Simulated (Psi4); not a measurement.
# SnNH4F (SMILES [NH2][SnH2][F]) at SVWN5/def2-SVP (core potential)

Aim: the vertical singlet–triplet gap of SnNH4F at SVWN5/def2-SVP (core potential), from 2 runs. 

The results are computed with Psi4 1.11.

8 further runs of the same task are left out: 8 that didn't finish. Runs told in other sessions of the task aren't counted.

## 1. The molecule

SnNH4F: 7 atoms, total charge 0, spin state singlet. SMILES: `[NH2][SnH2][F]`. The coordinates come from a PBE0-D4/def2-TZVP relaxation. This is one conformer, not always the lowest.

Bond lengths: N1–Sn2 1.995 Å, Sn2–F3 1.926 Å, N1–H4 1.008 Å, N1–H5 1.008 Å, Sn2–H6 1.699 Å, Sn2–H7 1.699 Å. Angles: N1–Sn2–F3 105.2°, N1–Sn2–H6 111.6°, N1–Sn2–H7 111.8°, F3–Sn2–H6 103.8°, F3–Sn2–H7 103.8°, Sn2–N1–H4 117.7°, Sn2–N1–H5 117.8°, H6–Sn2–H7 119.0°, H4–N1–H5 110.3°.

## 2. Energy and gradient at SVWN5/def2-SVP (core potential)

File calc.dat:

```
memory 2200 MB

molecule {
  N     -0.824600     0.088300    -0.943000
  Sn     0.497700    -0.065100     0.542900
  F      0.233900    -1.827500     1.272400
  H     -1.584200     0.741400    -0.829600
  H     -0.469500     0.125500    -1.885700
  H      0.113100     0.971100     1.833800
  H      2.094900    -0.101800    -0.036600
  symmetry c1
  no_reorient
  no_com
}

set {
  basis def2-SVP
  puream true
  e_convergence 1e-09
  d_convergence 1e-08
  scf_type pk
  dft_radial_points 99
  dft_spherical_points 590
}

energy_value, wavefunction = gradient('scf', dft_functional={"name": "SVWN5", "x_functionals": {"LDA_X": {}}, "c_functionals": {"LDA_C_VWN": {}}}, return_wfn=True)
oeprop(wavefunction, 'QUADRUPOLE', 'MAYER_INDICES', 'MULLIKEN_CHARGES', title='SCF')
```

On the command line:

```sh
$ psi4 calc.dat calc.out -n 1
```

calc.out:

```text
[...]
    !!!  WARNING: ECP capability is in beta. Please check occupations closely.  !!!
[...]
  Running in c1 symmetry.
[...]
  Nuclear repulsion =  145.283382765587589
[...]
  Multiplicity = 1
[...]
  Nalpha       = 21
  Nbeta        = 21
[...]
    Number of basis functions: 74
[...]
   @RKS iter   1:  -369.32797466605297   -1.08039e+00   1.30761e-02 ADIIS/DIIS
[...]
   @RKS iter  12:  -369.73243146152657   -4.54747e-13   2.16023e-09 DIIS
[...]
    Orbital Energies [Eh]
    ---------------------
    Doubly Occupied:
       1A    -24.020005     2A    -13.854239     3A     -4.891360
       4A     -3.276175     5A     -3.274834     6A     -3.274705
       7A     -1.000733     8A     -0.955660     9A     -0.951511
      10A     -0.947609    11A     -0.947412    12A     -0.911900
      13A     -0.743756    14A     -0.482052    15A     -0.438579
      16A     -0.347217    17A     -0.331799    18A     -0.325686
      19A     -0.284818    20A     -0.274981    21A     -0.222046
[...]
  @RKS Final Energy:  -369.73243146152657
   => Energetics <=
    Nuclear Repulsion Energy =            145.2833827655875893
    One-Electron Energy =                -882.2783584737575211
    Two-Electron Energy =                 402.7065284778782939
    DFT Exchange-Correlation Energy =     -35.4439842312349285
    Empirical Dispersion Energy =           0.0000000000000000
    VV10 Nonlocal Energy =                  0.0000000000000000
    Total Energy =                       -369.7324314615265735
[...]
  -Total Gradient:
     Atom            X                  Y                   Z
    ------   -----------------  -----------------  -----------------
       1       -0.004187301184     0.006984971313    -0.008634584034
       2       -0.000487344754    -0.004240434306     0.001919649363
       3        0.001199200943     0.007385261472    -0.002970177055
       4        0.011541666433    -0.008589152749    -0.003088689835
       5       -0.005949288845     0.001021543650     0.013531912115
       6        0.001228217230    -0.002489847500    -0.002604204854
       7       -0.003392361495     0.000013115919     0.001743692940
[...]
 Multipole Moments:
 ------------------------------------------------------------------------------------
     Multipole            Electronic (a.u.)      Nuclear  (a.u.)        Total (a.u.)
 ------------------------------------------------------------------------------------
 L = 1.  Multiply by 2.5417464519 to convert [e a0] to [Debye]
 Dipole X            :        -13.9570744           14.0531373            0.0960629
 Dipole Y            :         30.6413958          -29.3387540            1.3026418
 Dipole Z            :        -30.6496373           30.0018589           -0.6477784
 Magnitude           :                                                    1.4579852
 L = 2.  Multiply by 1.3450342976 to convert [e a0^2] to [Debye ang]
 Quadrupole XX       :        -90.0258270           63.6834165          -26.3424105
 Quadrupole XY       :         21.8678100          -22.8778090           -1.0099990
[...]
  Mulliken Charges: (a.u.)
   Center  Symbol    Alpha    Beta     Spin     Total
       1     N     3.70291  3.70291  0.00000 -0.40582
       2    SN    10.71395 10.71395  0.00000  0.57210
       3     F     4.68480  4.68480  0.00000 -0.36960
       4     H     0.42321  0.42321  0.00000  0.15359
       5     H     0.42321  0.42321  0.00000  0.15357
       6     H     0.52593  0.52593  0.00000 -0.05185
       7     H     0.52599  0.52599  0.00000 -0.05199
   Total alpha = 21.00000, Total beta = 21.00000, Total charge =  0.00000
  Mayer Bond Indices:
[...]
```

It took 14 s on 1 thread of Intel Xeon Platinum 8259CL at 2.50GHz (Skylake/Cascade Lake), shared host; peak memory 0.46 GiB.

## 3. The triplet at the same level

File run.py:

```python
import psi4

psi4.set_memory('2200 MB')
psi4.set_num_threads(1)
psi4.core.set_output_file('output.dat', False)

molecule = psi4.geometry("""
0 3
N     -1.55826816     0.16686282    -1.78201174
Sn     0.94051669    -0.12302117     1.02593231
F      0.44200694    -3.45347449     2.40448752
H     -2.99370413     1.40104295    -1.56771679
H     -0.88722642     0.23716063    -3.56345655
H      0.21372802     1.83511304     3.46537977
H      3.95878726    -0.19237412    -0.06916398
units au
symmetry c1
""")

options = {'basis': 'def2-SVP', 'reference': 'uks', 'puream': True, 'e_convergence': 1e-09, 'd_convergence': 1e-08, 'scf_type': 'pk', 'dft_radial_points': 99, 'dft_spherical_points': 590, 'maxiter': 100}
psi4.set_options(options)

E, wfn = psi4.gradient('scf', dft_functional={"name": "SVWN5", "x_functionals": {"LDA_X": {}}, "c_functionals": {"LDA_C_VWN": {}}}, molecule=molecule, return_wfn=True)
psi4.oeprop(wfn, 'WIBERG_LOWDIN_INDICES', 'LOWDIN_CHARGES', 'DIPOLE')
print('gradient / Eh bohr^-1')
print(E.np.round(6))
print(f'energy = {wfn.energy():.10f} Eh')
```

On the command line:

```sh
$ python run.py
```

output.dat (excerpt; [...] marks lines left out):

```text
[...]
    !!!  WARNING: ECP capability is in beta. Please check occupations closely.  !!!
[...]
  Running in c1 symmetry.
[...]
  Nuclear repulsion =  145.283382864976971
[...]
  Multiplicity = 3
[...]
  Nalpha       = 22
  Nbeta        = 20
[...]
    Number of basis functions: 74
[...]
   @UKS iter   1:  -368.97242451320915   -7.28350e-01   1.43210e-02 DIIS/ADIIS
[...]
   @UKS iter  20:  -369.52945939509493   -6.25278e-12   8.47491e-09 DIIS
[...]
   @S^2 Observed:                2.002054386E+00
[...]
  @UKS Final Energy:  -369.52945939509493
   => Energetics <=
    Nuclear Repulsion Energy =            145.2833828649769714
    One-Electron Energy =                -881.2257993481641734
    Two-Electron Energy =                 401.8072050364173720
    DFT Exchange-Correlation Energy =     -35.3942479483250736
    Empirical Dispersion Energy =           0.0000000000000000
    VV10 Nonlocal Energy =                  0.0000000000000000
    Total Energy =                       -369.5294593950949320
  UHF NO Occupations:
  HONO-2 :   20  A 1.9996543
  HONO-1 :   21  A 1.0000000
[...]
  -Total Gradient:
     Atom            X                  Y                   Z
    ------   -----------------  -----------------  -----------------
       1        0.031695123744     0.010043166091     0.027645720230
       2       -0.036611732826     0.002723362703    -0.041342113400
       3       -0.001677024883     0.015262222114    -0.010324560719
       4        0.041273486638    -0.025114643317    -0.002146822567
       5       -0.010552467589     0.003860482375     0.047027344330
       6       -0.002854217527    -0.008188263397    -0.019041320334
       7       -0.021321145411     0.001498776771    -0.001921322426
[...]
 Multipole Moments:
 ------------------------------------------------------------------------------------
     Multipole            Electronic (a.u.)      Nuclear  (a.u.)        Total (a.u.)
 ------------------------------------------------------------------------------------
 L = 1.  Multiply by 2.5417464519 to convert [e a0] to [Debye]
 Dipole X            :         12.2932107          -12.6133992           -0.3201885
 Dipole Y            :         10.2499350           -9.3422708            0.9076642
 Dipole Z            :          7.1320717           -7.9986764           -0.8666047
 Magnitude           :                                                    1.2951365
[...]
```

Standard output:

```text
gradient / Eh bohr^-1
[[ 0.031695  0.010043  0.027646]
 [-0.036612  0.002723 -0.041342]
 [-0.001677  0.015262 -0.010325]
 [ 0.041273 -0.025115 -0.002147]
 [-0.010552  0.00386   0.047027]
 [-0.002854 -0.008188 -0.019041]
 [-0.021321  0.001499 -0.001921]]
energy = -369.5294593951 Eh
```

Wall time 26 s (1 thread of Intel Xeon Platinum 8259CL at 2.50GHz (Skylake/Cascade Lake), shared host); peak memory 0.46 GiB.

## 4. Summary of results

Level: SVWN5/def2-SVP (core potential).

```
                                        quantity          value
                           singlet: total energy  -369.73243 Eh
                          singlet: dipole moment         3.71 D
                            singlet: HOMO energy       -6.04 eV
                            singlet: LUMO energy       -0.89 eV
                          singlet: HOMO–LUMO gap        5.15 eV
               singlet: largest force on an atom     0.762 eV/Å
                           triplet: total energy  -369.52946 Eh
                          triplet: dipole moment         3.29 D
     triplet: HOMO energy (highest over α and β)       -1.75 eV
                                   triplet: ⟨S²⟩          2.002
               triplet: largest force on an atom     2.843 eV/Å
vertical energy of the triplet above the singlet       5.523 eV
```

In words: At this shape the triplet lies 5.52 eV (127 kcal/mol) above the singlet. The largest force (singlet) is 0.76 eV/Å: the shape isn't a stationary point for this species at this level.
